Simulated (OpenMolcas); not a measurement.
# Re³⁺ among point charges: CASSCF and CASPT2 levels and susceptibility

How does a field of 3 point charges split the states of Re³⁺, and what χT follows?

Method: state-averaged CASSCF and CASPT2, spin-orbit coupling by RASSI with atomic mean-field integrals. Code: OpenMolcas 26.06.

## 1. The atom as given

| Item | Value |
| --- | --- |
| Species | Re³⁺ (rhenium, Z = 75, 72 electrons) |
| Basis | ANO-RCC-VDZP [7s6p4d2f1g], 68 functions |
| Scalar Hamiltonian | DKH2, point nucleus |
| Inactive shells | 1s 2s 2p 3s 3p 3d 4s 4p 4d 4f 5s 5p |
| Active space | 4 electrons in 5 orbitals (5d) |
| Some configurations of this space | 5d4 |
| Orbitals | optimised for each spin and parity, averaged over all roots |

The outer shells:

5d4
```
5d [↑ ][↑ ][↑ ][↑ ][  ]
```

The ion sits among 3 point charges of -3 e arranged as a planar triangle (D3h), 2.13 Å from the ion.

Each step is its own input file, run in one work folder so that later steps find the files of earlier ones. Labels, J, g values, rates, χT and fits are worked out afterwards by a script from the matrices that RASSI stores.

## 2. GATEWAY and SEWARD: basis and integrals

Contents of a.inp:

```
&GATEWAY
Coord
1

Re 0.0 0.0 0.0
Basis=ANO-RCC-VDZP
Group=NoSym
NoMove
AngMom=0.0 0.0 0.0
AMFI
XField
3 Angstrom 0
2.130000 0.000000 0.000000 -3.000000
-1.065000 1.844634 0.000000 -3.000000
-1.065000 -1.844634 0.000000 -3.000000
&SEWARD
```

## 3. Reference wave functions, quintets, 5 roots

Contents of a.inp:

```
&RASSCF
FileOrb=start.orb
Symmetry=1
Spin=5
nActEl=4 0 0
Inactive=34
Ras2=5
CIRoot=5 5 1
SDav=5
CIMx=300
Iter=120 100
PrWF=0.3
OrbListing=Nothing
MaxOrb=0
>>> COPY $Project.JobIph JOB001
```

start.orb holds the contracted functions of the basis, ordered by shell, or the orbitals of the step before.

## 4. Reference wave functions, triplets, 45 roots

Contents of a.inp:

```
&RASSCF
FileOrb=start.orb
Symmetry=1
Spin=3
nActEl=4 0 0
Inactive=34
Ras2=5
CIRoot=45 45 1
SDav=45
CIMx=300
Iter=120 100
PrWF=0.3
OrbListing=Nothing
MaxOrb=0
>>> COPY $Project.JobIph JOB002
```

## 5. CASSCF: singlets, 50 roots

Contents of a.inp:

```
&RASSCF
FileOrb=start.orb
Symmetry=1
Spin=1
nActEl=4 0 0
Inactive=34
Ras2=5
CIRoot=50 50 1
SDav=50
CIMx=300
Iter=120 100
PrWF=0.3
OrbListing=Nothing
MaxOrb=0
>>> COPY $Project.JobIph JOB003
```

## 6. RASSI: spin-orbit coupling between the states

Contents of a.inp:

```
&RASSI
NrOfJobIphs=3 5 45 50
1 2 3 4 5
1 2 3 4 5 6 7 8 9 10 11 12 13 14 15 16 17 18 19 20 21 22 23 24 25 26 27
28 29 30 31 32 33 34 35 36 37 38 39 40 41 42 43 44 45
1 2 3 4 5 6 7 8 9 10 11 12 13 14 15 16 17 18 19 20 21 22 23 24 25 26 27
28 29 30 31 32 33 34 35 36 37 38 39 40 41 42 43 44 45 46 47 48 49 50
IphNames
JOB001
JOB002
JOB003
EJob
SpinOrbit
DIPRint=1.0
SOCoupling=1000.0
Subsets=2
Property=9
'ANGMOM' 1 'ANGMOM' 2 'ANGMOM' 3 'MLTPL  1' 1 'MLTPL  1' 2 'MLTPL  1' 3
'AMFI' 1 'AMFI' 2 'AMFI' 3
SOProperty=3
'ANGMOM' 1 'ANGMOM' 2 'ANGMOM' 3
```

## 7. CASPT2: IPEA 0.25, imaginary shift 0.1 (closed shells correlated: 4f 5s 5p)

Contents of a.inp:

```
>>> COPY JOB001 $Project.JobIph
&CASPT2
Multistate=5 1 2 3 4 5
NoMult
Frozen=23
IPEA=0.25
Imaginary=0.1
MaxIter=60
WThr=0.0 0.3 0.05
PrWF=0.5
NoMix
>>> COPY JOB002 $Project.JobIph
&CASPT2
Multistate=45 1 2 3 4 5 6 7 8 9 10 11 12 13 14 15 16 17 18 19 20 21 22
23 24 25 26 27 28 29 30 31 32 33 34 35 36 37 38 39 40 41 42 43 44 45
NoMult
Frozen=23
IPEA=0.25
Imaginary=0.1
MaxIter=60
WThr=0.0 0.3 0.05
PrWF=0.5
NoMix
>>> COPY JOB003 $Project.JobIph
&CASPT2
Multistate=50 1 2 3 4 5 6 7 8 9 10 11 12 13 14 15 16 17 18 19 20 21 22
23 24 25 26 27 28 29 30 31 32 33 34 35 36 37 38 39 40 41 42 43 44 45 46
47 48 49 50
NoMult
Frozen=23
IPEA=0.25
Imaginary=0.1
MaxIter=60
WThr=0.0 0.3 0.05
PrWF=0.5
NoMix
```

(Steps that only read results are left out.)

**Question.** What will these runs give? Wanted: spin-free ground state; first state of the same spin within the active space; lowest level; next level.

As calculated:

| quantity | value |
| --- | --- |
| method | SS-CASPT2, IPEA 0.25, imaginary shift 0.1 (closed shells correlated: 4f 5s 5p) |
| spin-free ground state | 3A2, 1-fold in its orbital part |
| first state of the same spin within the active space | 3E at 6170 cm⁻¹ |
| lowest level | 1-fold |
| next level | 1063.5 cm⁻¹ |
| χT at 300 K | 0.30 cm³ K/mol |
| effective moment at 300 K | 1.56 μB |

Cost by method:

```tsv
method	time of its own steps	time with the reference
A. CASSCF	29 s	29 s
B. SS-CASPT2, IPEA 0.25, imaginary shift 0.1, +4f 5s 5p	38 s	68 s
```

Times are of one thread on a shared host.

In words: The spin-free ground state (3A2) comes to 46 % from free-ion F terms and has less than the highest spin computed. χT at 300 K is 0.30, against 1.00 cm³ K/mol for the spin alone, so spin-orbit coupling lowers it. CASPT2 does not keep the components of a term degenerate, and the means are used. The field of point charges can differ much from that of real complexes. With metal d orbitals alone active, the gaps between spin states are rough; where two lie within a few thousand cm-1, their order is open. Point charges carry no covalency, so the field is a model and not that of real ligands.
